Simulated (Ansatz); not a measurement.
Run this with Ansatz 0.2.0, Python API and show what comes out.

`freq_asf.py`
```python
"""Vibrations of AsF."""

import argparse

import ansatz as az
import numpy as np

parser = argparse.ArgumentParser(description="Vibrations of AsF.")
parser.add_argument("--basis", default="def2-SVP", help="basis")
parser.add_argument("--functional", required=True, help="exchange-correlation functional")
args = parser.parse_args()

GEOMETRY = """
As    0.00000    0.00000    0.00000
F     0.00000    0.00000    1.79000
"""

geometry = az.Crystal.molecule()
for line in GEOMETRY.strip().splitlines():
    symbol, *xyz = line.split()
    geometry = geometry.atom(symbol, [float(v) for v in xyz])

model = (
    geometry.calculation()
    .basis(gaussian=args.basis)
    .functional(args.functional)
    .spin("collinear", total=2)
)
symbols = [site.symbol for site in geometry.cartesian_sites]
start = np.array([site.position_ang for site in geometry.cartesian_sites], dtype=float)
report = model.relax(force_tolerance=0.003, max_steps=100).run().report
end = np.array(report["positions_ang"])

print("final positions (A) and the move of each atom")
for symbol, xyz, old in zip(symbols, end, start):
    print(f"{symbol:2s} {xyz[0]:10.5f} {xyz[1]:10.5f} {xyz[2]:10.5f}   {np.linalg.norm(xyz - old):7.4f}")

# same settings at the minimum
minimum = az.Crystal.molecule()
for symbol, xyz in zip(symbols, end):
    minimum = minimum.atom(symbol, xyz.tolist())
vibrating = (
    minimum.calculation()
    .basis(gaussian=args.basis)
    .functional(args.functional)
    .spin("collinear", total=2)
    .phonons(temperatures=(200, 600, 100))
)
vib = vibrating.run().report["vibrations"]
sums = vib["harmonic_sums"]
modes = [m["omega_inv_cm"] for m in sums["modes_at_gamma"] if m["rigid_motion"] == "no"]
for number, w in enumerate(modes, start=1):
    print(f"mode {number:2d} {w:9.1f} 1/cm {w / 8065.544 * 1000:8.2f} meV")
print("imaginary modes:", sum(w < 0 for w in modes), " zero-point energy:", round(sums["zero_point_energy_ev"], 4), "eV")
print("T (K)   F_vib (eV)   S_vib (meV/K)   C_vib (meV/K)")
for row in zip(sums["temperatures_k"], sums["vibrational_free_energy_ev"], vib["entropy_ev_per_k"], vib["heat_capacity_ev_per_k"]):
    print(f"{row[0]:6.1f} {row[1]:11.4f} {1000 * row[2]:13.4f} {1000 * row[3]:15.4f}")
```

Running `python freq_asf.py --functional pbe0` prints:
```text
final positions (A) and the move of each atom
As    0.00000   -0.00000    0.02009    0.0201
F    -0.00000    0.00000    1.76991    0.0201
mode  1     705.2 1/cm    87.43 meV
imaginary modes: 0  zero-point energy: 0.0437 eV
T (K)   F_vib (eV)   S_vib (meV/K)   C_vib (meV/K)
 200.0      0.0436        0.0033          0.0141
 300.0      0.0428        0.0132          0.0359
 400.0      0.0409        0.0259          0.0517
 500.0      0.0376        0.0386          0.0618
 600.0      0.0332        0.0505          0.0683
```

The frequencies are harmonic and unscaled, in a modest basis. The result belongs to the one conformer reached from this start, and soft torsions count as harmonic oscillators. The species is open-shell (spin multiplicity 3). The spin state was assumed, and another may lie lower. Finished in 17 s on 1 thread of Arm Neoverse V1 (shared host), peak memory 0.19 GiB.

(A comment or docstring line of the script was reworded after the run, the code is as it ran; lines on the test bed's own set-up are left out of the output.)
